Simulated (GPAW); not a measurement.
## HfB in GPAW: convergence with smearing width (eV)

Input of the first run (smearing width (eV) 0.5); the others differ in this setting and in those tied to it:

File run.py:

```python
from ase import Atoms
from ase.dft.bandgap import bandgap
from ase.io import write
from ase.units import GPa
from gpaw import GPAW, PW

atoms = Atoms(['Hf', 'B'],
              cell=[[0.0, 2.31, 2.31],
                    [2.31, 0.0, 2.31],
                    [2.31, 2.31, 0.0]],
              scaled_positions=[[0.5, 0.5, 0.5],
                                [0.0, 0.0, 0.0]],
              pbc=True)

calc = GPAW(mode=PW(800),
            xc='PBE',
            kpts={'size': (10, 10, 10), 'gamma': True},
            occupations={'name': 'fermi-dirac', 'width': 0.5},
            nbands=17,
            convergence={'density': 1e-05, 'energy': 1e-05},
            maxiter=100,
            txt='gpaw.txt')
atoms.calc = calc
energy = atoms.get_potential_energy()
forces = atoms.get_forces()
stress = atoms.get_stress()
calc.write('gs.gpw')
write('result.traj', atoms)
print(f'Energy: {energy:.6f} eV')
print('Forces (eV/A):')
print(forces.round(4))
print('Stress (GPa):', (stress / GPa).round(3))
print('Fermi level:', round(calc.get_fermi_level(), 4), 'eV')
print(f'Gap: {bandgap(calc)[0]:.4f} eV, direct: {bandgap(calc, direct=True)[0]:.4f} eV')
```

Potentials or basis: GPAW PAW data sets (gpaw-data 1.2.1), pw.

Command:

```sh
$ OMP_NUM_THREADS=1 python run.py
```

Hardware: 1 thread of Arm Neoverse V2, with other jobs on the host.

The values tried are 0.5, 0.3, 0.2, 0.15, 0.1, 0.05, 0.025, 0.01, loosest first. From which on does the energy stay within 1 meV/atom of the tightest run that finished?

From 0.05 on.

| smearing width (eV) | energy less the tightest run, at zero smearing (meV/atom) | pressure (GPa) | SCF cycles | CPU time (s) | peak memory (GiB) |
| --- | --- | --- | --- | --- | --- |
| 0.5 | -9.95 | 34.07 | 8 | 17 | 0.17 |
| 0.3 | -2.58 | 32.94 | 8 | 17 | 0.17 |
| 0.2 | -2.58 | 32.47 | 8 | 17 | 0.17 |
| 0.15 | -2.29 | 32.28 | 8 | 17 | 0.17 |
| 0.1 | -1.36 | 32.10 | 9 | 18 | 0.17 |
| 0.05 | -0.41 | 31.87 | 9 | 19 | 0.17 |
| 0.025 | -0.12 | 31.71 | 9 | 19 | 0.17 |
| 0.01 | 0.00 | 31.59 | 9 | 20 | 0.17 |

Not settled before the last step: the pressure (to 0.1 GPa). Narrower smearing needs a denser k mesh, so at a fixed mesh the narrowest width isn't the most accurate. The tightest run that finished is the yardstick and may itself not be fully converged.

Caveat, for the tightest run too: a pressure of tens of GPa on the cell as given is suspect, and the run, the potentials or the cell itself is likely at fault. The run has no spin-orbit coupling, so splittings on Hf are missing.
